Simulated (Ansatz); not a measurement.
**GeH4 (SMILES [GeH4]): single points off equilibrium**

The task here is to estimate one member of a computed series from the others.

Method: single points in def2-TZVPP; program: Ansatz 0.2.0, Gaussian basis.

Cores are frozen in the correlated methods. Filled d shells of the heavier atoms are correlated.

## Starting geometry

SMILES `[GeH4]`, 5 atoms, charge 0, spin multiplicity 1.

Atoms are counted from 1 here; the program's logs count them from 0.

Bond lengths: Ge1–H2 1.617 Å, Ge1–H3 1.442 Å, Ge1–H4 1.314 Å, Ge1–H5 1.661 Å. Angles: H2–Ge1–H3 104.1°, H2–Ge1–H4 110.5°, H2–Ge1–H5 97.6°, H3–Ge1–H4 130.3°, H3–Ge1–H5 105.3°, H4–Ge1–H5 104.3°.

Coordinates:

```mol
GeH4
  3D, bonds by distance, orders not assigned

  5  4  0  0  0  0  0  0  0  0999 V2000
   -0.1263   -0.1375   -0.1191 Ge  0  0
    1.1552   -0.7625    0.6427 H   0  0
   -1.1463   -0.0794    0.8986 H   0  0
   -0.1850   -0.5756   -1.3567 H   0  0
    0.4408    1.4167   -0.2616 H   0  0
  1  2  8  0
  1  3  8  0
  1  4  8  0
  1  5  8  0
M  END
```

The first run:

Contents of run/in.yaml:

```yaml
crystal:
  periodic: [false, false, false]
  atoms:
    - {symbol: Ge, position_ang: [-0.126300, -0.137500, -0.119100]}
    - {symbol: H, position_ang: [1.155200, -0.762500, 0.642700]}
    - {symbol: H, position_ang: [-1.146300, -0.079400, 0.898600]}
    - {symbol: H, position_ang: [-0.185000, -0.575600, -1.356700]}
    - {symbol: H, position_ang: [0.440800, 1.416700, -0.261600]}
basis:
  gaussian: {orbitals: def2-TZVPP}
correlation: {method: ccsd_t}
output: {forces: true}
```

The command line of these runs was not kept.

Steps of the session up to this table: CCSD(T)/def2-TZVPP; PBE0-D4/def2-TZVPP; wB97M-V/def2-TZVPP; r2SCAN-D4/def2-TZVPP; PBE-D4/def2-TZVPP; r2SCANh-D4/def2-TZVPP; BHLYP-D4/def2-TZVPP.

One of the session's tables, all rows but one given; the rest of the session is left out.

```
    method  RMS force component (eV/Å)  angle to CCSD(T) forces (°)  dipole (D)
   CCSD(T)                       2.555                    reference        1.09
   PBE0-D4                           ?                            ?           ?
   wB97M-V                       2.557                          0.3        1.13
 r2SCAN-D4                       2.518                          0.5        1.04
    PBE-D4                       2.508                          3.1        0.99
r2SCANh-D4                       2.535                          0.4        1.05
  BHLYP-D4                       2.605                          0.6        1.16
```

Estimate the missing values for PBE0-D4.

**Answer.** RMS force component (eV/Å): 2.560; angle to CCSD(T) forces (°): 1.2; dipole (D): 1.05. In the column «RMS force component (eV/Å)» it lies between wB97M-V (2.557) and BHLYP-D4 (2.605).
